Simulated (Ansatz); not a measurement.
# C3H10InNO: taking an electron away

An exercise on one series of results from a longer session: the logs are not shown, and one member is left open.

Program: Ansatz 0.2.0, Gaussian basis. Level of theory: unrestricted cation, the program's frozen cores in correlated methods. These are calculated values, not measurements.

Plan: UKS PBE-D4/def2-TZVPP; UKS r2SCAN-D4/def2-TZVPP; UKS PBE0-D4/def2-TZVPP; UKS B3LYP-D4/def2-TZVPP; UKS wB97X-V/def2-TZVPP; UKS wB97M-V/def2-TZVPP; UKS B2PLYP/def2-TZVPP; UHF-CCSD(T)/def2-TZVPP; UHF-MP2/def2-QZVPP; extrapolation to the limit; then −ε(HOMO) from the neutral's earlier runs with LDA (SPW92), PBE-D4, revPBE-D4, BLYP-D4, r2SCAN-D4, B97M-V, PBE0-D4, B3LYP-D4, r2SCANh-D4, r2SCAN0-D4, HSE06-D4, BHLYP-D4, CAM-B3LYP-D4, LC-ωPBE, ωB97X-V, ωB97M-V.

### Structure used throughout

The geometry comes from an earlier relaxation with PBE0-D4 in a triple-zeta def2 set; it is a stationary point, not always the lowest conformer. In takes the def2 core potential; no spin-orbit term is included.

16 atoms, charge 0, spin multiplicity 1.

Atoms are counted from 1 here; the program's logs count them from 0.

Bond lengths: C1–C2 1.520 Å, C1–H7 1.093 Å, C1–H8 1.093 Å, C1–H9 1.095 Å, C2–C3 1.517 Å, C2–O4 1.406 Å, C2–H10 1.104 Å, C3–H11 1.093 Å, C3–H12 1.093 Å, C3–H13 1.091 Å, O4–In5 1.989 Å, In5–N6 2.002 Å, In5–H14 1.700 Å, N6–H15 1.009 Å, N6–H16 1.007 Å. Angles: C2–C1–H7 109.9°, C2–C1–H8 111.6°, C2–C1–H9 110.9°, H7–C1–H8 108.6°, H7–C1–H9 108.2°, H8–C1–H9 107.6°, C1–C2–C3 111.4°, C1–C2–O4 110.9°, C1–C2–H10 107.9°, C3–C2–O4 108.0°, C3–C2–H10 107.9°, O4–C2–H10 110.7°, C2–C3–H11 109.8°, C2–C3–H12 111.3°, C2–C3–H13 110.3°, H11–C3–H12 108.6°, H11–C3–H13 108.1°, H12–C3–H13 108.6° and more.

Set-up of the first run:

Contents of in.yaml:

```yaml
crystal:
  periodic: [false, false, false]
  atoms:
    - {symbol: C, position_ang: [0.682475, -1.652288, -0.392881]}
    - {symbol: C, position_ang: [0.755559, -0.151230, -0.620843]}
    - {symbol: C, position_ang: [0.766978, 0.185033, -2.100427]}
    - {symbol: O, position_ang: [-0.345007, 0.500342, -0.035901]}
    - {symbol: In, position_ang: [-0.537964, 0.772651, 1.924980]}
    - {symbol: N, position_ang: [-2.416792, 1.379172, 2.255742]}
    - {symbol: H, position_ang: [-0.252204, -2.044935, -0.802140]}
    - {symbol: H, position_ang: [1.517987, -2.172169, -0.869457]}
    - {symbol: H, position_ang: [0.712370, -1.886569, 0.676414]}
    - {symbol: H, position_ang: [1.701720, 0.212826, -0.183288]}
    - {symbol: H, position_ang: [-0.152854, -0.174499, -2.569202]}
    - {symbol: H, position_ang: [1.619894, -0.275892, -2.605689]}
    - {symbol: H, position_ang: [0.820280, 1.266028, -2.241775]}
    - {symbol: H, position_ang: [0.724692, 0.424880, 3.008919]}
    - {symbol: H, position_ang: [-2.941053, 1.724682, 1.466354]}
    - {symbol: H, position_ang: [-2.656072, 1.891958, 3.089183]}
basis:
  gaussian: {orbitals: def2-TZVPP}
total_charge: 1
magnetization: {spin_polarized: true, initial_magnetization: 1}
hamiltonian: {xc: pbe, dispersion: d4}
```

Started as:

```console
> ansatz run in.yaml --threads 2 --pin off --events-out ev --progress --plain --max-ram 22528MiB --backend cuda --devices 0, --max-vram 18GiB
```

Among the steps run: Cation, UKS PBE-D4/def2-TZVPP; Cation, UKS r2SCAN-D4/def2-TZVPP; Cation, UKS PBE0-D4/def2-TZVPP; Cation, UKS B3LYP-D4/def2-TZVPP; Cation, UKS wB97X-V/def2-TZVPP; Cation, UKS wB97M-V/def2-TZVPP; Cation, UKS B2PLYP (frozen core)/def2-TZVPP; Cation, UHF-CCSD(T)/def2-TZVPP; Cation, UHF-MP2/def2-QZVPP.

One table of the session follows, with a row left open; its other results are not shown here.

For comparison, −ε(HOMO) of the neutral from earlier runs:

```
  functional  −ε(HOMO) (eV)
 LDA (SPW92)           5.76
      PBE-D4           5.58
   revPBE-D4           5.50
     BLYP-D4           5.48
   r2SCAN-D4              ?
      B97M-V           5.97
     PBE0-D4           7.00
    B3LYP-D4           6.77
  r2SCANh-D4           6.39
  r2SCAN0-D4           7.20
    HSE06-D4           6.59
    BHLYP-D4           8.34
CAM-B3LYP-D4           8.42
     LC-ωPBE           9.77
     ωB97X-V           9.43
     ωB97M-V           9.37
```

Q: Estimate the row for r2SCAN-D4 from the others.

Worked estimate for «−ε(HOMO) (eV)». Against the share of exact exchange, r2SCANh-D4 (0.1, 6.39), r2SCAN0-D4 (0.25, 7.20) give a slope of 5.40 per unit share; at 0 the line stands at 5.85.

The run gave: −ε(HOMO) (eV): 5.85. In «−ε(HOMO) (eV)» the line misses by 0.00.
